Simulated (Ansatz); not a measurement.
# C3H7AlO2: the cost of one run

Program: Ansatz 0.2.0, Gaussian basis. Level of theory: functionals in def2-TZVPP, the program's frozen cores in correlated methods. These are calculated values, not measurements.

Plan: PBE-D4, r2SCAN-D4, PBE0-D4, B3LYP-D4, ωB97X-V, ωB97M-V, B2PLYP; CCSD(T)/def2-TZVPP; MP2/def2-QZVPP; extrapolation to the limit.

### Step 1. The geometry

All runs share one geometry, relaxed beforehand with PBE0-D4 in a triple-zeta def2 set.

13 atoms, charge 0, spin multiplicity 1.

Atoms are counted from 1 here; the program's logs count them from 0.

Bond lengths: C1–C2 1.488 Å, C1–H7 1.092 Å, C1–H8 1.095 Å, C1–H9 1.095 Å, C2–Al3 1.953 Å, C2–C5 1.462 Å, Al3–O4 1.699 Å, Al3–O6 1.958 Å, Al3–H10 1.576 Å, O4–H11 0.954 Å, C5–O6 1.438 Å, C5–H12 1.089 Å, C5–H13 1.088 Å. Angles: C2–C1–H7 112.0°, C2–C1–H8 107.9°, C2–C1–H9 112.6°, H7–C1–H8 107.1°, H7–C1–H9 109.0°, H8–C1–H9 108.1°, C1–C2–Al3 135.4°, C1–C2–C5 118.7°, Al3–C2–C5 98.3°, C2–Al3–O4 121.4°, C2–Al3–O6 48.0°, C2–Al3–H10 119.4°, O4–Al3–O6 115.0°, O4–Al3–H10 118.6°, O6–Al3–H10 111.2° and more.

### Step 2. PBE-D4 (GGA)

in.yaml

```yaml
crystal:
  periodic: [false, false, false]
  atoms:
    - {symbol: C, position_ang: [-1.617198, -0.355715, -0.229697]}
    - {symbol: C, position_ang: [-0.346747, 0.238099, 0.266319]}
    - {symbol: Al, position_ang: [1.432809, -0.442385, 0.695211]}
    - {symbol: O, position_ang: [1.840592, -2.072051, 0.443844]}
    - {symbol: C, position_ang: [0.043857, 1.562320, -0.215202]}
    - {symbol: O, position_ang: [0.730302, 0.486619, -0.879151]}
    - {symbol: H, position_ang: [-1.539324, -1.436730, -0.360016]}
    - {symbol: H, position_ang: [-2.389147, -0.177458, 0.525992]}
    - {symbol: H, position_ang: [-1.952375, 0.093024, -1.170590]}
    - {symbol: H, position_ang: [2.438403, 0.471308, 1.493343]}
    - {symbol: H, position_ang: [1.316125, -2.701878, -0.044607]}
    - {symbol: H, position_ang: [0.685037, 2.208131, 0.382963]}
    - {symbol: H, position_ang: [-0.621834, 2.092016, -0.893611]}
basis:
  gaussian: {orbitals: def2-TZVPP}
hamiltonian: {xc: pbe, dispersion: d4}
output: {forces: true, orbitals: {seedname: orbitals}}
```

Started as:

```console
ansatz run in.yaml --threads 4 --pin off --events-out ev --progress --plain --max-ram 10444MiB
```

What time and memory should one allow on 4 threads of Arm Neoverse V2, shared host?

About 3.5 s, with a peak of 0.43 GiB.
